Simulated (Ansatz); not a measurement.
# BBrFH (SMILES FBBr): single points off equilibrium

Aim: energy, forces and dipole at a structure displaced at random from a GFN2-xTB minimum, from CCSD(T) and from density functionals.

The runs use Ansatz 0.2.0, Gaussian basis; single points in def2-TZVPP.

Cores are frozen in the correlated methods. Filled d shells of the heavier atoms are correlated.

## (1) The system as given

4 atoms, charge 0, spin multiplicity 1.

Atoms are counted from 1 here; the program's logs count them from 0.

Bond lengths: F1–B2 1.254 Å, B2–Br3 1.843 Å, B2–H4 1.162 Å. Angles: F1–B2–Br3 119.4°, F1–B2–H4 119.0°, Br3–B2–H4 121.3°.

Coordinates:

```xyz
4
BBrFH
F     1.1301   -0.2764   -0.6915
B     0.1063   -0.1726    0.0249
Br   -1.0329    1.2540   -0.2243
H    -0.0565   -0.9316    0.8899
```

## (2) CCSD(T)/def2-TZVPP

run/in.yaml

```yaml
crystal:
  periodic: [false, false, false]
  atoms:
    - {symbol: F, position_ang: [1.130100, -0.276400, -0.691500]}
    - {symbol: B, position_ang: [0.106300, -0.172600, 0.024900]}
    - {symbol: Br, position_ang: [-1.032900, 1.254000, -0.224300]}
    - {symbol: H, position_ang: [-0.056500, -0.931600, 0.889900]}
basis:
  gaussian: {orbitals: def2-TZVPP}
correlation: {method: ccsd_t}
output: {forces: true}
```

The command line of these runs was not kept.

## (3) PBE0-D4/def2-TZVPP

Edit run/in.yaml of step 2 so:

```diff
@@ -9,3 +9,3 @@
   gaussian: {orbitals: def2-TZVPP}
-correlation: {method: ccsd_t}
-output: {forces: true}
+hamiltonian: {xc: pbe0, dispersion: d4}
+output: {forces: true, orbitals: {seedname: orbitals}}
```

## (4) wB97M-V/def2-TZVPP

Edit run/in.yaml of step 3 so:

```diff
@@ -9,3 +9,3 @@
   gaussian: {orbitals: def2-TZVPP}
-hamiltonian: {xc: pbe0, dispersion: d4}
-output: {forces: true, orbitals: {seedname: orbitals}}
+hamiltonian: {xc: {name: wB97M-V}}
+output: {forces: true}
```

## (5) r2SCAN-D4/def2-TZVPP

Edit run/in.yaml of step 4 so:

```diff
@@ -9,3 +9,3 @@
   gaussian: {orbitals: def2-TZVPP}
-hamiltonian: {xc: {name: wB97M-V}}
+hamiltonian: {xc: r2scan, dispersion: d4}
 output: {forces: true}
```

## (6) PBE-D4/def2-TZVPP

Edit run/in.yaml of step 5 so:

```diff
@@ -9,3 +9,3 @@
   gaussian: {orbitals: def2-TZVPP}
-hamiltonian: {xc: r2scan, dispersion: d4}
+hamiltonian: {xc: pbe, dispersion: d4}
 output: {forces: true}
```

## (7) r2SCANh-D4/def2-TZVPP

Edit run/in.yaml of step 6 so:

```diff
@@ -9,3 +9,3 @@
   gaussian: {orbitals: def2-TZVPP}
-hamiltonian: {xc: pbe, dispersion: d4}
+hamiltonian: {xc: {name: r2SCANh}, dispersion: d4}
 output: {forces: true}
```

## (8) BHLYP-D4/def2-TZVPP

Edit run/in.yaml of step 7 so:

```diff
@@ -9,3 +9,3 @@
   gaussian: {orbitals: def2-TZVPP}
-hamiltonian: {xc: {name: r2SCANh}, dispersion: d4}
+hamiltonian: {xc: {name: BHLYP}, dispersion: d4}
 output: {forces: true}
```

(Steps that only read results are left out.)

**Question.** What will these runs give? Wanted: energy less free atoms, CCSD(T)/def2-TZVPP; RMS force component; RMS force error; HOMO and LUMO, PBE0-D4; T1 diagnostic.

The runs gave:

```
                                  quantity                                                                                               value
energy less free atoms, CCSD(T)/def2-TZVPP                                                                                     -332.5 kcal/mol
                       RMS force component                                                                1.130 to 1.487 eV/Å over the methods
                           RMS force error  PBE0-D4 0.146, wB97M-V 0.054, r2SCAN-D4 0.077, PBE-D4 0.128, r2SCANh-D4 0.138, BHLYP-D4 0.295 eV/Å
                    HOMO and LUMO, PBE0-D4                                                                                  -8.77 and -0.95 eV
                             T1 diagnostic                                                                                               0.010
```

Against CCSD(T) the functionals' energies less atoms differ by -16.6 to +2.5 kcal/mol, PBE-D4 by -16.6 kcal/mol. The reference is not at the basis limit: in triple zeta CCSD(T) underbinds, which counts against methods that bind more; the gaps are no ranking. For forces wB97M-V does best and BHLYP-D4 worst. Frozen-core CCSD(T) forces in triple zeta carry basis errors of their own, and this is one geometry, so small gaps rank nothing.
